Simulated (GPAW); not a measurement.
Crystal: BiTe.

```
Bi Te
1.0
     2.42271    1.39875    3.31729
    -2.42271    1.39875    3.31729
     0.00000   -2.79750    3.31729
Bi Te
1 1
Direct
  0.50000 0.50000 0.50000
  0.00000 0.00000 0.00000
```

The cell comes from a database or a generator and needn't be the stable form of this composition.

Base run:

| Property | Result |
| --- | --- |
| Program | GPAW 26.7.0 |
| Functional | r2SCAN |
| Potentials or basis | GPAW PAW data sets (gpaw-data 1.2.1) |
| Cutoff | 450 eV |
| Basis | pw |
| k mesh | 6 × 6 × 6 |
| Occupations | fermi-dirac, width 0.05 eV |
| Spin | no spin polarisation |

Its results: band gap on the k mesh none (metal or under the smearing width); pressure -1.3 GPa.

Problem. The run is repeated on the same cell with these changes: functional from r2SCAN to PBE; cutoff from 450 eV to 500 eV. What comes out?

Solution. Band gap on the k mesh none (metal or under the smearing width); pressure -0.3 GPa.

Caveats: the cutoff is short for stress and forces, so pressures can be off by a GPa or more; spin-orbit coupling is left out, which moves the levels of the heavy elements; the PAW data sets were made with another functional, which shifts forces and pressure a little (some runs).
